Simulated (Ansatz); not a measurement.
# Cl3GaH4OSi: the cost of one run

The runs use Ansatz 0.2.0, Gaussian basis; the settings change from run to run.

### Step 1. The relaxed structure

The geometry comes from an earlier relaxation with PBE0-D4 in a triple-zeta def2 set; it is a stationary point, not always the lowest conformer.

SMILES `[SiH3][OH+][Ga-]([Cl])([Cl])[Cl]`, 10 atoms, charge 0, spin multiplicity 1.

Atoms are counted from 1 here; the program's logs count them from 0.

Bond lengths: Si1–O2 1.704 Å, Si1–H7 1.481 Å, Si1–H8 1.477 Å, Si1–H9 1.473 Å, O2–Ga3 2.047 Å, O2–H10 0.964 Å, Ga3–Cl4 2.149 Å, Ga3–Cl5 2.152 Å, Ga3–Cl6 2.137 Å. Angles: O2–Si1–H7 105.8°, O2–Si1–H8 109.5°, O2–Si1–H9 104.5°, H7–Si1–H8 110.8°, H7–Si1–H9 112.7°, H8–Si1–H9 113.1°, Si1–O2–Ga3 127.1°, Si1–O2–H10 118.9°, Ga3–O2–H10 108.6°, O2–Ga3–Cl4 98.6°, O2–Ga3–Cl5 95.1°, O2–Ga3–Cl6 103.0°, Cl4–Ga3–Cl5 118.1°, Cl4–Ga3–Cl6 116.6°, Cl5–Ga3–Cl6 118.2°.

Geometry (Å):

```xyz
10
Cl3GaH4OSi
Si    0.4367   -1.3325    0.8523
O     0.6822    0.1360    0.0234
Ga   -0.7527    1.3471   -0.7921
Cl   -2.1985   -0.1613   -1.2961
Cl    0.5084    2.1074   -2.3610
Cl   -1.2543    2.6533    0.8225
H     1.6659   -1.5586    1.6462
H     0.2356   -2.4217   -0.1252
H    -0.7466   -1.0864    1.6936
H     1.5063    0.2654   -0.4607
```

### Step 2. RPA/def2-TZVP

Options: relativity set to none, correlated electrons set to outside_noble_gas.

File in.yaml:

```yaml
crystal:
  periodic: [false, false, false]
  atoms:
    - {symbol: Si, position_ang: [0.436716, -1.332476, 0.852318]}
    - {symbol: O, position_ang: [0.682243, 0.136004, 0.023388]}
    - {symbol: Ga, position_ang: [-0.752712, 1.347066, -0.792144]}
    - {symbol: Cl, position_ang: [-2.198464, -0.161269, -1.296072]}
    - {symbol: Cl, position_ang: [0.508415, 2.107369, -2.360966]}
    - {symbol: Cl, position_ang: [-1.254265, 2.653343, 0.822510]}
    - {symbol: H, position_ang: [1.665893, -1.558597, 1.646213]}
    - {symbol: H, position_ang: [0.235593, -2.421682, -0.125206]}
    - {symbol: H, position_ang: [-0.746576, -1.086351, 1.693634]}
    - {symbol: H, position_ang: [1.506258, 0.265392, -0.460674]}
basis:
  gaussian: {orbitals: def2-TZVP}
hamiltonian: {xc: {name: HF}, pseudopotentials: {relativity: none}}
correlation: {method: rpa, electrons: outside_noble_gas}
```

Launch:

```
$ ansatz run in.yaml --threads 4 --pin off --events-out ev --progress --plain --max-ram 11315MiB
```

**Question.** How long does this run take on 4 threads of Arm Neoverse V2, shared host, and how much memory does it need?

About 6.5 s, with a peak of 0.75 GiB.
